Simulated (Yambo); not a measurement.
# Ge (Fd-3m) in Yambo: a series of runs

One crystal, Ge, is run at these levels: PBEsol; tasks: optical spectrum.

All numbers are computed with Yambo 5.3.0; they aren't measurements. Logs are shortened: lines on timing, memory, paths and dates and some standing lists are left out, and cuts for length are marked.

**Measured values to compare with.**

“Electronic and optical properties of SixGe1-x-ySny alloys lattice-matched to Ge”, 2021, arxiv:2109.02782 reports, for a bulk crystal of Ge at 300 K: band gap 0.807 eV (direct).

“Temperature-dependent photoluminescence in Ge: experiment and theory”, 2020, arxiv:2003.00143 reports, for a bulk crystal of Ge at 0 K: band gap 0.744 eV (indirect).

The runs below are set against these values where they give the same quantity.

## 1. Starting point

Symmetry: Fd-3m, No. 227, cubic system. The conventional cell has a = 5.658 Å, b = 5.658 Å, c = 5.658 Å, α = 90.00°, β = 90.00°, γ = 90.00°. Around Ge (site symmetry -43m) lie 4 Ge at 2.45 Å.

## 2. Optical spectrum, PBEsol

optics0.in

```
optics
chi
Chimod= "IP"
% BndsRnXd
 1 | 29 |
%
% LongDrXd
 1 | 0 | 0 |
%
% QpntsRXd
 1 | 1 |
%
% EnRngeXd
 0 | 15 | eV
%
% DmRngeXd
 0.1 | 0.1 | eV
%
ETStpsXd= 200
```

scf.in

```
&CONTROL
  calculation = 'scf'
  prefix = 'pwscf'
  outdir = './tmp'
  pseudo_dir = './pseudo'
/
&SYSTEM
  ibrav = 0
  nat = 2
  ntyp = 1
  ecutwfc = 78
  nbnd = 21
  occupations = 'smearing'
  smearing = 'fd'
  degauss = 0.00367493
  force_symmorphic = .true.
/
&ELECTRONS
  conv_thr = 4d-10
  electron_maxstep = 120
  mixing_beta = 0.5
/
ATOMIC_SPECIES
Ge    72.6300 Ge.upf
CELL_PARAMETERS angstrom
   0.0000000000    2.8289100000    2.8289100000
   2.8289100000    0.0000000000    2.8289100000
   2.8289100000    2.8289100000    0.0000000000
ATOMIC_POSITIONS crystal
Ge     0.7500000000    0.7500000000    0.7500000000
Ge     0.5000000000    0.5000000000    0.5000000000
K_POINTS automatic
16 16 16 0 0 0
```

nscf.in

```
&CONTROL
  calculation = 'nscf'
  prefix = 'pwscf'
  outdir = './tmp'
  pseudo_dir = './pseudo'
/
&SYSTEM
  ibrav = 0
  nat = 2
  ntyp = 1
  ecutwfc = 78
  nbnd = 39
  occupations = 'smearing'
  smearing = 'fd'
  degauss = 0.00367493
  force_symmorphic = .true.
/
&ELECTRONS
  conv_thr = 1d-08
  diago_full_acc = .true.
  diago_thr_init = 1d-06
/
ATOMIC_SPECIES
Ge    72.6300 Ge.upf
CELL_PARAMETERS angstrom
   0.0000000000    2.8289100000    2.8289100000
   2.8289100000    0.0000000000    2.8289100000
   2.8289100000    2.8289100000    0.0000000000
ATOMIC_POSITIONS crystal
Ge     0.7500000000    0.7500000000    0.7500000000
Ge     0.5000000000    0.5000000000    0.5000000000
K_POINTS automatic
16 16 16 0 0 0
```

Potentials or basis: PseudoDojo 0.4.1 SR PBEsol standard.

On the command line:

```bash
OMP_NUM_THREADS=1 pw.x -in scf.in > scf.out
OMP_NUM_THREADS=1 pw.x -in nscf.in > nscf.out
cd tmp/pwscf.save; p2y; mv SAVE ../..; cd ../..
OMP_NUM_THREADS=1 yambo
OMP_NUM_THREADS=1 yambo -F optics0.in -J optics0 -C optics0_out
```

Yambo's report:

```text
[... sections 02.01 to 02.04 as in the set-up run ...]

[... 5 lines left out ...]
  [X] Bosonic    Temperature                        :  0.258606E-1   300.100    [eV K]
  [X] Finite Temperature mode                       : yes
  [X] El. density                                   :  0.61840E+24 [cm-3]
  [X] Fermi Level                                   :  9.439576 [eV]

  [X] === Gaps and Widths ===
  [X] Conduction Band Min                           :  9.439576 [eV]
  [X] Valence Band Max                              :  9.439576 [eV]
  [X] Filled Bands                                  :  11
  [X] Metallic Bands                                :  12  15
  [X] Empty Bands                                   :   16   39

  [X] === Metallic Characters ===
  [X] N of el / N of met el                         :  28.00000   6.00096
  [X] Average metallic occ.                         :  0.375060

  [WARNING] [X] Metallic system

 [03] Transferred momenta grid and indexing
 ==========================================

 IBZ Q-points                                      :  145
 BZ  Q-points                                      :   4096

 K/Q-points units:
 rlu = crystal or reduced units; cc = cartesian coordinates; iku = interal k-units

 Q [  1]        [rlu]:  0.000000  0.000000  0.000000
 Q [  2]        [rlu]: -0.32365E-18 -0.32365E-18  0.62500E-01
 Q [  3]        [rlu]: -0.64730E-18 -0.64730E-18  0.12500
 Q [  4]        [rlu]:  0.18083E-16  0.18083E-16  0.18750
 Q [  5]        [rlu]: -0.12946E-17 -0.12946E-17  0.25000
 Q [  6]        [rlu]:  0.41050E-16  0.13295E-16  0.31250
[... 42 lines left out ...]
 Q [ 49]        [rlu]:  0.86959E-17  0.25000      0.25000
 Q [ 50]        [rlu]:  0.66152E-17  0.25000      0.31250

 Remaining 95 points informations can be written running with -fatlog

 [WARNING] [Xd] User bands 1-29 break level degeneracy

 [04] Dipoles
 ============

  [04.01] Setup: observables and procedures
  =========================================

  [WF-Oscillators/G space/Transverse up loader] Normalization (few states)  min/max  :  0.27927E-17   1.0000

  [WR./optics0//ndb.dipoles]------------------------------------------------------
   Brillouin Zone Q/K grids (IBZ/BZ)                :    145   4096    145   4096
   RL vectors                                       :   4573 [WF]
   Fragmentation                                    : yes
   Electronic Temperature                           :  300.1000 [K]
   Bosonic    Temperature                           :  300.1000 [K]
   DIP band range                                   :   1  29
   DIP band range limits                            :  15  12
   DIP e/h energy range                             : -1.000000 -1.000000 [eV]
   RL vectors in the sum                            :   4573
   [r,Vnl] included                                 : yes
   Bands ordered                                    : yes
   Direct v evaluation                              : no
   Approach used                                    : G-space v
   Dipoles computed                                 : R V P [G-space]
   Wavefunctions                                    : Perdew, Burke & Ernzerhof SOL(X)+Perdew, Burke & Ernzerhof SOL(C)

  [WARNING] [r,Vnl^pseudo] included in position and velocity dipoles.

  [WARNING] In case H contains other non local terms, these are neglected

 [05] Optics
 ===========

 [X-CG] R(p) Tot o/o(of R):    23465   866456      100

 [WARNING] The system is a metal but Drude term not included.
```

Wall time 5.8 min (1 thread of Arm Neoverse V1, shared host); peak memory 0.37 GiB.

What came out:

| Item | Value |
| --- | --- |
| Band gap on the k mesh, mean-field level | none (metal or under the smearing width) |

Dielectric function (along the field direction of the input):
| energy (eV) | real part | imaginary part |
| --- | --- | --- |
| 0.30 | 7.64 | 11.38 |
| 1.06 | 23.12 | 4.93 |
| 1.81 | 14.13 | 15.66 |
| 2.56 | 15.83 | 16.54 |
| 3.39 | 11.84 | 24.22 |
| 4.15 | -7.29 | 25.82 |
| 4.90 | -4.86 | 10.07 |
| 5.65 | -9.05 | 7.23 |
| 6.48 | -4.83 | 3.79 |
| 7.24 | -4.51 | 2.16 |
| 7.99 | -2.57 | 2.25 |
| 8.74 | -2.59 | 1.56 |
| 9.57 | -1.73 | 1.24 |
| 10.33 | -1.50 | 0.91 |
| 11.08 | -1.31 | 0.70 |
| 11.83 | -0.92 | 0.58 |
| 12.66 | -0.73 | 0.42 |
| 13.42 | -0.50 | 0.33 |
| 14.17 | -0.30 | 0.30 |
| 15.00 | -0.18 | 0.23 |

Caveat: the intraband (Drude) term of the metal is left out; the ground state has no gap, which makes the many-body step unreliable; independent-particle spectra lack excitons; this crystal is a semiconductor, whose small gap the functional closes, so the metal is an error of the method.

## 3. Optical spectrum, PBEsol

optics1.in

```
optics
chi
Chimod= "HARTREE"
% BndsRnXd
 1 | 29 |
%
NGsBlkXd= 2 Ry
% LongDrXd
 1 | 0 | 0 |
%
% QpntsRXd
 1 | 1 |
%
% EnRngeXd
 0 | 20 | eV
%
% DmRngeXd
 0.1 | 0.1 | eV
%
ETStpsXd= 200
```

scf.in is that of step 2.

nscf.in is that of step 2.

Potentials or basis: PseudoDojo 0.4.1 SR PBEsol standard.

On the command line:

```bash
OMP_NUM_THREADS=1 pw.x -in scf.in > scf.out
OMP_NUM_THREADS=1 pw.x -in nscf.in > nscf.out
cd tmp/pwscf.save; p2y; mv SAVE ../..; cd ../..
OMP_NUM_THREADS=1 yambo
OMP_NUM_THREADS=1 yambo -F optics1.in -J optics1 -C optics1_out
```

Yambo's report:

```text
[... sections 02.01 to 02.04 as in the set-up run ...]

[... 5 lines left out ...]
  [X] Bosonic    Temperature                        :  0.258606E-1   300.100    [eV K]
  [X] Finite Temperature mode                       : yes
  [X] El. density                                   :  0.61840E+24 [cm-3]
  [X] Fermi Level                                   :  9.439576 [eV]

  [X] === Gaps and Widths ===
  [X] Conduction Band Min                           :  9.439576 [eV]
  [X] Valence Band Max                              :  9.439576 [eV]
  [X] Filled Bands                                  :  11
  [X] Metallic Bands                                :  12  15
  [X] Empty Bands                                   :   16   39

  [X] === Metallic Characters ===
  [X] N of el / N of met el                         :  28.00000   6.00096
  [X] Average metallic occ.                         :  0.375060

  [WARNING] [X] Metallic system

 [03] Transferred momenta grid and indexing
 ==========================================

 IBZ Q-points                                      :  145
 BZ  Q-points                                      :   4096

 K/Q-points units:
 rlu = crystal or reduced units; cc = cartesian coordinates; iku = interal k-units

 Q [  1]        [rlu]:  0.000000  0.000000  0.000000
 Q [  2]        [rlu]: -0.32365E-18 -0.32365E-18  0.62500E-01
 Q [  3]        [rlu]: -0.64730E-18 -0.64730E-18  0.12500
 Q [  4]        [rlu]:  0.18083E-16  0.18083E-16  0.18750
 Q [  5]        [rlu]: -0.12946E-17 -0.12946E-17  0.25000
 Q [  6]        [rlu]:  0.41050E-16  0.13295E-16  0.31250
[... 42 lines left out ...]
 Q [ 49]        [rlu]:  0.86959E-17  0.25000      0.25000
 Q [ 50]        [rlu]:  0.66152E-17  0.25000      0.31250

 Remaining 95 points informations can be written running with -fatlog

 [WARNING] [Xd] User bands 1-29 break level degeneracy

 [04] Dipoles
 ============

  [04.01] Setup: observables and procedures
  =========================================

  [WF-Oscillators/G space/Transverse up loader] Normalization (few states)  min/max  :  0.27927E-17   1.0000

  [WR./optics1//ndb.dipoles]------------------------------------------------------
   Brillouin Zone Q/K grids (IBZ/BZ)                :    145   4096    145   4096
   RL vectors                                       :   4573 [WF]
   Fragmentation                                    : yes
   Electronic Temperature                           :  300.1000 [K]
   Bosonic    Temperature                           :  300.1000 [K]
   DIP band range                                   :   1  29
   DIP band range limits                            :  15  12
   DIP e/h energy range                             : -1.000000 -1.000000 [eV]
   RL vectors in the sum                            :   4573
   [r,Vnl] included                                 : yes
   Bands ordered                                    : yes
   Direct v evaluation                              : no
   Approach used                                    : G-space v
   Dipoles computed                                 : R V P [G-space]
   Wavefunctions                                    : Perdew, Burke & Ernzerhof SOL(X)+Perdew, Burke & Ernzerhof SOL(C)

  [WARNING] [r,Vnl^pseudo] included in position and velocity dipoles.

  [WARNING] In case H contains other non local terms, these are neglected

 [05] Optics
 ===========

 [X-CG] R(p) Tot o/o(of R):    23465   866456      100

 [WARNING] The system is a metal but Drude term not included.
```

o-optics1.eps_q1_inv_rpa_dyson:

```text
# Absorption @ Q(1):   1.00000000      0.00000000      0.00000000    [q->0 direction]
#
# [ X ] Hartree size                              :  27
# [GEN] GF Energies                               : Perdew, Burke & Ernzerhof SOL(X)+Perdew, Burke & Ernzerhof SOL(C)
# [GEN] Green`s Function                          : Retarded
#
# [GEN] Gauge                                     : Length
# [GEN] [r,Vnl] included                          : yes
#
#    E[1] [eV]          Im(eps)            Re(eps)            Im(eps_o)          Re(eps_o)
#
        0.000000           0.91989E-13        201.6102           0.25040E-14        202.8479
        0.100503           92.20739           21.26451           92.21920           22.47609
        0.201005           29.68421          -1.267280           29.69440          -0.049201
        0.301508           11.37012           6.407187           11.38361           7.636217
        0.402010           5.608437           12.02540           5.626867           13.26983
        0.502513           3.496724           15.67040           3.521825           16.93576
[... 192 lines left out ...]
        19.89950           0.080709           0.435849           0.070701           0.426231
        20.00000           0.082891           0.443268           0.071192           0.431378
#
```

Wall time 6.1 min (1 thread of Arm Neoverse V1, shared host); peak memory 1.2 GiB.

What came out:

| Quantity | Value |
| --- | --- |
| Band gap on the k mesh, mean-field level | none (metal or under the smearing width) |

Dielectric function (along the field direction of the input):
| energy (eV) | real part | imaginary part |
| --- | --- | --- |
| 0.30 | 6.41 | 11.37 |
| 1.31 | 28.05 | 12.88 |
| 2.31 | 13.60 | 16.26 |
| 3.32 | 11.48 | 19.36 |
| 4.42 | -11.08 | 11.23 |
| 5.43 | -6.02 | 10.31 |
| 6.43 | -4.46 | 3.62 |
| 7.54 | -3.32 | 1.56 |
| 8.54 | -2.54 | 1.78 |
| 9.55 | -1.53 | 1.10 |
| 10.65 | -1.14 | 0.84 |
| 11.66 | -0.86 | 0.58 |
| 12.66 | -0.58 | 0.47 |
| 13.77 | -0.32 | 0.32 |
| 14.77 | -0.09 | 0.28 |
| 15.78 | 0.07 | 0.23 |
| 16.88 | 0.15 | 0.20 |
| 17.89 | 0.23 | 0.19 |
| 18.89 | 0.33 | 0.11 |
| 20.00 | 0.44 | 0.08 |

Caveat: the intraband (Drude) term of the metal is left out; the ground state has no gap, which makes the many-body step unreliable; these spectra lack excitons; this crystal is a semiconductor, whose small gap the functional closes, so the metal is an error of the method.

(Part 1 of 3 ends here.)
